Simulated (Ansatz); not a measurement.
The system is CsLiCr2Te2S3.

```
Cs Li Cr Te S
1.0
     7.28959   -2.10433    0.01772
     7.28959    2.10433    0.01772
    -2.53315    0.00000    7.28100
Cs Li Cr Te S
1 1 2 2 3
Cartesian
  7.2896 0.0000 0.0177
  -1.2666 0.0000 3.6405
  3.6953 0.0000 3.1643
  8.3507 0.0000 4.1521
  11.3199 0.0000 1.2975
  0.7262 0.0000 6.0190
  1.3789 0.0000 2.8973
  10.6672 0.0000 4.4191
  6.0230 0.0000 3.6582
```

The cell was built by a generator and needn't be a form met in nature.

Base run:

```yaml
Program: Ansatz 0.2.0
Functional: PBE
Potentials_or_basis: Ansatz PAW
Cutoff: 420 eV
Density_cutoff: 1680 eV
k_mesh: 7 × 7 × 4
Occupations: fermi-dirac, width 0.05 eV
Spin: collinear spin, ferromagnetic start
Starting_moments: "[0.0, 0.0, 3.0, 3.0, 0.0, 0.0, 0.0, 0.0, 0.0] μB"
Hubbard_terms: Cr d U = 8 eV
```

Its results: band gap on the k mesh none (metal or under the smearing width); pressure 5.9 GPa; net moment 6.68 μB per cell; site moments Cs -0.01; Li +0.00; Cr +3.44; Te -0.15; S -0.32, -0.08 μB; largest force 1.141 eV/Å.

After a change of settings the same cell gave: band gap on the k mesh none (metal or under the smearing width); pressure 1.6 GPa; net moment 5.83 μB per cell; site moments Cs -0.00; Li +0.00; Cr +2.93; Te -0.15; S -0.19, -0.04 μB; largest force 0.356 eV/Å. Which change was it?
A. hubbard terms from Cr d U = 8 eV to Cr d U = 2 eV
B. potentials or basis from Ansatz PAW to JTH PAW; cutoff from 420 eV to 1230 eV; density cutoff from 1680 eV to 7380 eV; hubbard terms from Cr d U = 8 eV to none; hubbard projectors from ortho-atomic (the default) to none; valence electrons from 90 to 70
C. potentials or basis from Ansatz PAW to Ansatz PAW earlier set; cutoff from 420 eV to 1070 eV; density cutoff from 1680 eV to 6420 eV; hubbard terms from Cr d U = 8 eV to none; hubbard projectors from ortho-atomic (the default) to none
D. hubbard terms from Cr d U = 8 eV to none; hubbard projectors from ortho-atomic (the default) to none

A.

Caveats: the magnetic or orbital state may not be the lowest; only a ferromagnetic start was run, and an antiferromagnetic order may lie lower in energy; the density of states is complete only up to the lowest level of the last band computed; forces of over 1 eV/Å show positions far from the minimum, so gaps and moduli don't describe the material at rest (some runs).

Not every run made on this cell is shown here.
